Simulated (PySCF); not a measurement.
**triplet CH2BrFO2Si at 4 levels**

Wanted: a comparison of 4 runs (UB3LYP/6-31G*, UB2PLYP/def2-SVP, UB3LYP/def2-SVP, UCAM-B3LYP/def2-SVP) of triplet CH2BrFO2Si. 

The calculation is run with PySCF 2.14.0.

4 further runs of the same task are left out: 4 set aside as unsound or not needed.

## (1) The system as given

The species is CH2BrFO2Si (8 atoms), meant as a triplet with charge 0. SMILES of the parent species: `O=CO[SiH](F)Br`. The coordinates come from a PBE0-D4/def2-TZVP relaxation. This is one conformer, not always the lowest. That shape belongs to the parent species and isn't relaxed for this state.

Bond lengths: O1–C2 1.193 Å, C2–O3 1.341 Å, O3–Si4 1.667 Å, Si4–F5 1.580 Å, Si4–Br6 2.183 Å, C2–H7 1.098 Å, Si4–H8 1.466 Å. Angles: O1–C2–O3 124.2°, C2–O3–Si4 120.8°, O3–Si4–F5 103.0°, O3–Si4–Br6 110.9°, F5–Si4–Br6 108.7°, O1–C2–H7 125.0°, O3–C2–H7 110.8°, O3–Si4–H8 112.3°, F5–Si4–H8 109.4°, Br6–Si4–H8 112.1°.

## (2) A single-point energy at UB3LYP/6-31G(d) (spherical functions) (run 1)

Contents of run.py:

```python
from pyscf import gto, dft

mol = gto.Mole()
mol.atom = '''
O     -0.126045    -2.625397     2.517115
C      1.719462    -1.797696     1.519340
O      1.686770    -0.033637    -0.298577
Si    -1.039160     1.141584    -1.354556
F     -0.196154     2.781677    -3.702162
Br    -2.751252     3.634888     1.450554
H      3.665880    -2.371039     1.954733
H     -2.785456    -0.838283    -2.192082
'''
mol.charge = 0
mol.unit = 'bohr'
mol.basis = '6-31g*'
mol.spin = 2
mol.verbose = 3
mol.max_memory = 1860
mol.build()

myscf = dft.UKS(mol)
myscf.xc = 'b3lyp'
myscf.conv_tol = 1e-10
myscf.grids.level = 5
myscf.kernel()
if not myscf.converged:
    myscf = myscf.newton().run(myscf.mo_coeff, myscf.mo_occ)

etot = myscf.e_tot
print('Final energy', etot)
```

On the command line:

```bash
$ OMP_NUM_THREADS=1 python run.py
```

What it wrote:

```text
WARN: HOMO -0.0799153270848736 >= LUMO -0.342391596854757

WARN: HOMO -0.0200244241542444 >= LUMO -0.0280699715507362

WARN: HOMO -0.0857412729476188 >= LUMO -0.282593334211835

WARN: HOMO -0.0541495911701784 >= LUMO -0.194602037594817

WARN: HOMO -0.0845333523615928 >= LUMO -0.227507052977445

WARN: HOMO -0.108775989398912 >= LUMO -0.224559195558061

WARN: HOMO -0.11445425249235 >= LUMO -0.224910668006025

WARN: HOMO -0.119492994956047 >= LUMO -0.224800597967548

WARN: HOMO -0.118635307029881 >= LUMO -0.224235946951358

WARN: HOMO -0.118419843783264 >= LUMO -0.22420939256578

WARN: HOMO -0.11848359760064 >= LUMO -0.224125838158645

WARN: HOMO -0.118410507140878 >= LUMO -0.224080575584567

WARN: HOMO -0.118451441117786 >= LUMO -0.22407090329521

WARN: HOMO -0.118434720469037 >= LUMO -0.224083861880257

WARN: HOMO -0.118444905815458 >= LUMO -0.224099797264287

WARN: HOMO -0.118440835758703 >= LUMO -0.224092392034019

WARN: HOMO -0.11844229612749 >= LUMO -0.224096978900144

WARN: HOMO -0.118440197121943 >= LUMO -0.224094225362825

WARN: HOMO -0.118441516852512 >= LUMO -0.224095031855655

WARN: HOMO -0.118440420349288 >= LUMO -0.224094283428297

converged SCF energy = -3152.9157194398  <S^2> = 2.0045754  2S+1 = 3.0030487
Final energy -3152.9157194398017
```

Wall time 1.9 min (1 thread of Arm Neoverse V1, shared host); peak memory 0.64 GiB.

## (3) The energy at UB2PLYP/def2-SVP (run 2)

Contents of start.xyz:

```xyz
8
CH2BrFO2Si
O     -0.066700    -1.389300     1.332000
C      0.909900    -0.951300     0.804000
O      0.892600    -0.017800    -0.158000
Si    -0.549900     0.604100    -0.716800
F     -0.103800     1.472000    -1.959100
Br    -1.455900     1.923500     0.767600
H      1.939900    -1.254700     1.034400
H     -1.474000    -0.443600    -1.160000
```

Contents of job.py:

```python
from pyscf import gto, dft, mp

mol = gto.Mole()
mol.atom = 'start.xyz'
mol.basis = 'def2-svp'
mol.max_memory = 1860
mol.spin = 2
mol.verbose = 3
mol.build()

myscf = dft.UKS(mol)
myscf.xc = '0.53*HF + 0.47*B88, 0.73*LYP'
myscf.grids.level = 5
myscf.conv_tol = 1e-10
myscf.kernel()
if not myscf.converged:
    myscf = myscf.newton().run(myscf.mo_coeff, myscf.mo_occ)

pt = mp.MP2(myscf, frozen=18).run()
e_tot = myscf.e_tot + 0.27 * pt.e_corr
print('PT2 part  %.8f' % (0.27 * pt.e_corr))
print('E(%s) = %.9f' % ('B2PLYP', e_tot))
```

On the command line:

```bash
$ OMP_NUM_THREADS=1 python job.py
```

What it wrote:

```text
WARN: HOMO -0.0326728220775454 >= LUMO -0.363280554075955

WARN: HOMO -0.0683375457194231 >= LUMO -0.0781386854370929

WARN: HOMO -0.106537880884799 >= LUMO -0.281547530805611

WARN: HOMO -0.0930472003671254 >= LUMO -0.200203449928405

WARN: HOMO -0.139315846949612 >= LUMO -0.170996338712054

converged SCF energy = -3151.50731948689  <S^2> = 2.008534  2S+1 = 3.0056839
E(UMP2) = -3152.63860845699  E_corr = -1.131288970094
E(SCS-UMP2) = -3152.58681972931  E_corr = -1.07950024241984
PT2 part  -0.30544802
E(B2PLYP) = -3151.812767509
```

Run time: 2.3 min. Hardware: 1 thread of Arm Neoverse V1, shared host; peak memory 0.69 GiB.

Run 3 isn't shown in full; the table further down has it.

## (4) The energy at UCAM-B3LYP/def2-SVP (run 4)

Contents of geometry.xyz:

```xyz
8

O     -0.066700    -1.389300     1.332000
C      0.909900    -0.951300     0.804000
O      0.892600    -0.017800    -0.158000
Si    -0.549900     0.604100    -0.716800
F     -0.103800     1.472000    -1.959100
Br    -1.455900     1.923500     0.767600
H      1.939900    -1.254700     1.034400
H     -1.474000    -0.443600    -1.160000
```

Contents of input.py:

```python
from pyscf import gto, dft

mol = gto.M(
    atom='geometry.xyz',
    verbose=3,
    spin=2,
    basis='def2-svp',
    max_memory=1860,
)

ks = dft.UKS(mol)
ks.xc = 'cam-b3lyp'
ks.conv_tol = 1e-10
ks.grids.level = 5
ks.kernel()
if not ks.converged:
    ks = ks.newton().run(ks.mo_coeff, ks.mo_occ)

e_tot = ks.e_tot
print('E(%s) = %.9f' % ('CAM-B3LYP', e_tot))
```

On the command line:

```bash
$ OMP_NUM_THREADS=1 python input.py
```

What it wrote:

```text
WARN: HOMO -0.0521642249201735 >= LUMO -0.371442606384325

WARN: HOMO -0.118323636332887 >= LUMO -0.28055910442029

WARN: HOMO -0.0962974554097658 >= LUMO -0.204807382338606

WARN: HOMO -0.142099928772258 >= LUMO -0.186900698474857

WARN: HOMO -0.170971943469974 >= LUMO -0.17997387828385

converged SCF energy = -3152.62427896972  <S^2> = 2.00504  2S+1 = 3.0033581
E(CAM-B3LYP) = -3152.624278970
```

Run time: 2.9 min. Hardware: 1 thread of Arm Neoverse V1, shared host; peak memory 0.69 GiB.

## (5) The series

```tsv
run	level	frozen core orbitals	energy (Eh)	dipole moment (D)	HOMO energy (eV)	⟨S²⟩	wall time
1	UB3LYP/6-31G* (spherical functions)	–	-3152.915719	1.32	-3.22	2.005	1.9 min
2	UB2PLYP/def2-SVP	18	-3151.812768	1.37	-5.11	2.009	2.3 min
3	UB3LYP/def2-SVP	–	-3152.625226	1.09	-3.34	2.005	2 min
4	UCAM-B3LYP/def2-SVP	–	-3152.624279	1.20	-5.07	2.005	2.9 min
```

## (6) Outcome

```
                                 quantity           value
                      run 4: total energy  -3152.62428 Eh
                     run 4: dipole moment          1.20 D
run 4: HOMO energy (highest over α and β)        -5.07 eV
 run 4: LUMO energy (lowest over α and β)        -4.55 eV
                              run 4: ⟨S²⟩           2.005
```

What this shows: The dipole moment (its size) runs from 1.09 D (UB3LYP/def2-SVP) to 1.37 D (UB2PLYP/def2-SVP). A double hybrid's value is that of its SCF part. Totals of different functionals can't be ranked against each other. All runs together took 9 min, the longest 2.9 min.
